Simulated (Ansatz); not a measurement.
# C3H8BClOS: one species, many methods

How much do the methods differ for C3H8BClOS? The plan is to run it at one geometry with functionals of several rungs and with coupled cluster, and see how far each lands from CCSD(T) at the basis-set limit for the atomisation energy.

Method: functionals in def2-TZVPP, the program's frozen cores in correlated methods; program: Ansatz 0.2.0, Gaussian basis.

Plan: PBE-D4, r2SCAN-D4, PBE0-D4, B3LYP-D4, ωB97X-V, ωB97M-V, B2PLYP; CCSD(T)/def2-TZVPP; MP2/def2-QZVPP; extrapolation to the limit.

**1. The geometry**

An earlier PBE0-D4 in a triple-zeta def2 set relaxation fixed the geometry.

15 atoms, charge 0, spin multiplicity 1.

Atoms are counted from 1 here; the program's logs count them from 0.

Bond lengths: C1–C2 1.512 Å, C1–H8 1.091 Å, C1–H9 1.093 Å, C1–H10 1.092 Å, C2–C3 1.510 Å, C2–O4 1.436 Å, C2–H11 1.094 Å, C3–H12 1.092 Å, C3–H13 1.091 Å, C3–H14 1.092 Å, O4–B5 1.337 Å, B5–S6 1.807 Å, B5–Cl7 1.775 Å, S6–H15 1.344 Å. Angles: C2–C1–H8 110.9°, C2–C1–H9 110.3°, C2–C1–H10 110.2°, H8–C1–H9 108.7°, H8–C1–H10 108.2°, H9–C1–H10 108.5°, C1–C2–C3 113.1°, C1–C2–O4 108.9°, C1–C2–H11 109.5°, C3–C2–O4 107.2°, C3–C2–H11 109.8°, O4–C2–H11 108.2°, C2–C3–H12 110.5°, C2–C3–H13 110.8°, C2–C3–H14 110.1°, H12–C3–H13 108.5°, H12–C3–H14 108.5°, H13–C3–H14 108.4° and more.

**2. PBE-D4 (GGA)**

in.yaml

```yaml
crystal:
  periodic: [false, false, false]
  atoms:
    - {symbol: C, position_ang: [-0.271338, 0.189830, -1.603980]}
    - {symbol: C, position_ang: [0.304662, -0.381634, -0.327929]}
    - {symbol: C, position_ang: [-0.095863, -1.818110, -0.088170]}
    - {symbol: O, position_ang: [-0.179176, 0.384568, 0.785715]}
    - {symbol: B, position_ang: [0.421713, 1.462519, 1.301288]}
    - {symbol: S, position_ang: [-0.311967, 2.361957, 2.685869]}
    - {symbol: Cl, position_ang: [1.963926, 2.090644, 0.687389]}
    - {symbol: H, position_ang: [0.041368, 1.226473, -1.741287]}
    - {symbol: H, position_ang: [-1.362963, 0.153951, -1.577299]}
    - {symbol: H, position_ang: [0.072995, -0.387560, -2.464676]}
    - {symbol: H, position_ang: [1.395724, -0.300444, -0.350696]}
    - {symbol: H, position_ang: [-1.183602, -1.908776, -0.043421]}
    - {symbol: H, position_ang: [0.320905, -2.184937, 0.851182]}
    - {symbol: H, position_ang: [0.270902, -2.450781, -0.898996]}
    - {symbol: H, position_ang: [-1.387295, 1.562300, 2.785003]}
basis:
  gaussian: {orbitals: def2-TZVPP}
hamiltonian: {xc: pbe, dispersion: d4}
output: {forces: true, orbitals: {seedname: orbitals}}
```

The run is started by

```
$ ansatz run in.yaml --threads 2 --pin off --events-out ev --progress --plain --max-ram 32768MiB --backend cuda --devices 0, --max-vram 18GiB
```

The runs that follow: r2SCAN-D4 (meta-GGA); PBE0-D4 (hybrid); B3LYP-D4 (hybrid); ωB97X-V (range-separated); ωB97M-V (range-separated); B2PLYP (double hybrid); CCSD(T) in def2-TZVPP; MP2 in def2-QZVPP.

Before running them: what should the planned runs give, taken together? Wanted: atomisation energy, CCSD(T)/CBS; farthest; mean size of error, hybrid; mean size of error, range-separated; gap, smallest and largest; T1 diagnostic; triples share of the correlation energy.

As calculated:

```
                               quantity                                 value
        atomisation energy, CCSD(T)/CBS                       1412.8 kcal/mol
functionals within 7.1 kcal/mol (0.5 %)                     B3LYP-D4, ωB97X-V
                               farthest               PBE-D4 (+34.2 kcal/mol)
             mean size of error, hybrid                          6.2 kcal/mol
    mean size of error, range-separated                          7.4 kcal/mol
              gap, smallest and largest  5.54 eV (PBE-D4), 12.33 eV (ωB97X-V)
                          T1 diagnostic                                0.0117
triples share of the correlation energy                                 4.1 %
```

In words: PBE-D4 is off by +34.2 kcal/mol. Double hybrids carry the basis error of their MP2 part in triple zeta, and no dispersion term here, so their miss is partly the set-up's. Misses under about 7.1 kcal/mol are within the doubt on the reference itself, which lacks core-valence correlation, relativity and higher excitations. Hartree-Fock recovers 75 % of the binding; the rest is correlation. The gap grows from 5.5 to 12.3 eV across the functionals, mostly with the share of exact exchange.
